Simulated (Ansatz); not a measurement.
**CHClFGeN (SMILES N#[C][GeH]([F])[Cl]): B2PLYP/cc-pVDZ**

Aim: the vertical singlet–triplet gap of CHClFGeN at B2PLYP/cc-pVDZ, from 2 runs. 

The calculation is run with Ansatz 0.2.0.

154 further runs of the same task are left out: 1 that didn't finish, 153 set aside as unsound or not needed.

**1. The molecule**

CHClFGeN: 6 atoms, total charge 0, spin state singlet. As SMILES, `N#[C][GeH]([F])[Cl]`. The coordinates come from a PBE0-D4/def2-TZVP relaxation.

Bond lengths: N1–C2 1.151 Å, C2–Ge3 1.913 Å, Ge3–F4 1.718 Å, Ge3–Cl5 2.113 Å, Ge3–H6 1.520 Å. Angles: N1–C2–Ge3 178.0°, C2–Ge3–F4 105.5°, C2–Ge3–Cl5 108.2°, F4–Ge3–Cl5 107.8°, C2–Ge3–H6 113.0°, F4–Ge3–H6 109.5°, Cl5–Ge3–H6 112.5°.

**2. The energy at B2PLYP/cc-pVDZ**

The input, input.yaml:

```yaml
crystal:
  periodic: [false, false, false]
  atoms:
    - {symbol: N, position_ang: [-1.036900, -2.307000, 0.030700]}
    - {symbol: C, position_ang: [-0.544000, -1.267300, 0.040100]}
    - {symbol: Ge, position_ang: [0.237100, 0.477900, 0.107700]}
    - {symbol: F, position_ang: [1.896000, 0.253800, -0.276600]}
    - {symbol: Cl, position_ang: [-0.627600, 1.648100, -1.423900]}
    - {symbol: H, position_ang: [0.117300, 1.130400, 1.475800]}
basis:
  gaussian: {orbitals: cc-pVDZ}
total_charge: 0
hamiltonian: {xc: {name: B2PLYP}}
correlation: {frozen_orbitals: {C: 1, Cl: 5, F: 1, Ge: 9, H: 0, "N": 1}}
accuracy: high
output: {orbitals: {seedname: orbitals}}
```

Command:

```console
$ ansatz run input.yaml --threads 1 --pin off --max-ram 3480MiB --events-out events.jsonl --progress --plain --runs-dir runs
```

Log:

```text
Warning: RAYON_NUM_THREADS=1 ignored (pool sized by the plan → 1); use --threads N
Functional definition: B2PLYP
  name "B2PLYP"
  parameter a = 0.53
  parameter c = 0.27
  exchange = (1 - a)*b88_x + a*exact_x
  correlation = (1 - c)*lyp_c + c*(mp2_os + mp2_ss)
2015 factors; integrals over basis functions are off by at most 4.4e-9 eV
mean field evaluation 1: about -74271.6671 eV, gradient 4.4e1 eV
mean field evaluation 2: about -74272.0192 eV, gradient 4.4e1 eV
mean field evaluation 4: about -74275.9299 eV, gradient 7.7e0 eV
mean field evaluation 8: about -74276.0738 eV, gradient 8.5e-1 eV
mean field evaluation 16: about -74276.0755 eV, gradient 1.2e-4 eV
mean field -74276.07545409 eV, -2729.5954268055 hartree, gradient 3.1e-8 eV, S^2 0.000000; 0 other end points of the search recorded, 0 dependent functions left out
17 core orbitals not correlated: weight in the atoms' cores, before any rotation towards them, 1.000 or more for the frozen orbitals, at most 0.000 for the correlated occupied ones
reference -74276.07547766 eV, -2729.5954276719 hartree; 19, 19 occupied and 56, 56 virtual orbitals, 2015 factors
second order -23.77531533 eV of doubles, -0.00000000 eV of singles
Total energy: -74282.49481280 eV, -2729.8313338871 hartree
```

Wall time 19 s (1 thread of Arm Neoverse V1, shared host); peak memory 0.36 GiB.

**3. The triplet**

The input, molecule.yaml:

```yaml
basis:
  gaussian:
    orbitals: cc-pVDZ
crystal:
  periodic: [false, false, false]
  atoms:
    - {symbol: N, position_ang: [-1.036900, -2.307000, 0.030700]}
    - {symbol: C, position_ang: [-0.544000, -1.267300, 0.040100]}
    - {symbol: Ge, position_ang: [0.237100, 0.477900, 0.107700]}
    - {symbol: F, position_ang: [1.896000, 0.253800, -0.276600]}
    - {symbol: Cl, position_ang: [-0.627600, 1.648100, -1.423900]}
    - {symbol: H, position_ang: [0.117300, 1.130400, 1.475800]}
accuracy: high
output: {orbitals: {seedname: orbitals}}
magnetization:
  spin_polarized: true
  initial_magnetization: 2
hamiltonian:
  xc: {name: B2PLYP}
correlation:
  frozen_orbitals: {C: 1, Cl: 5, F: 1, Ge: 9, H: 0, "N": 1}
```

Command:

```console
$ ansatz run molecule.yaml --threads 1 --pin off --max-ram 3480MiB --events-out events.jsonl --progress --plain --runs-dir runs
```

Log, shortened:

```text
Warning: RAYON_NUM_THREADS=1 ignored (pool sized by the plan → 1); use --threads N
[... 2 set-up lines as earlier in the session ...]
[...]
2015 factors; integrals over basis functions are off by at most 4.4e-9 eV
[...]
mean field -74270.32282221 eV, -2729.3840214831 hartree, gradient 6.7e-8 eV, S^2 2.007469; 6 other end points of the search recorded, 0 dependent functions left out
17 core orbitals not correlated: weight in the atoms' cores, before any rotation towards them, 1.000 or more for the frozen orbitals, at most 0.000 for the correlated occupied ones
reference -74270.32284626 eV, -2729.3840223673 hartree; 20, 18 occupied and 55, 57 virtual orbitals, 2015 factors
second order -21.25644094 eV of doubles, -0.00000000 eV of singles
Total energy: -74276.06208532 eV, -2729.5949355124 hartree
```

Run time: 80 s. Hardware: 1 thread of Arm Neoverse V1, shared host; peak memory 0.81 GiB.

**4. Outcome**

At B2PLYP/cc-pVDZ, 17 core orbitals frozen:

| quantity | value |
| --- | --- |
| singlet: total energy | -2729.83133 Eh |
| singlet: HOMO energy (SCF part's orbitals) | -11.20 eV |
| singlet: LUMO energy (SCF part's orbitals) | 0.03 eV |
| singlet: HOMO–LUMO gap (SCF part's orbitals) | 11.22 eV |
| triplet: total energy | -2729.59494 Eh |
| triplet: HOMO energy (SCF part's orbitals) (highest over α and β) | -5.82 eV |
| triplet: LUMO energy (SCF part's orbitals) (lowest over α and β) | -4.86 eV |
| triplet: ⟨S²⟩ | 2.007 |
| vertical energy of the triplet above the singlet | 6.433 eV |

At this shape the triplet lies 6.43 eV (621 kJ/mol) above the singlet.
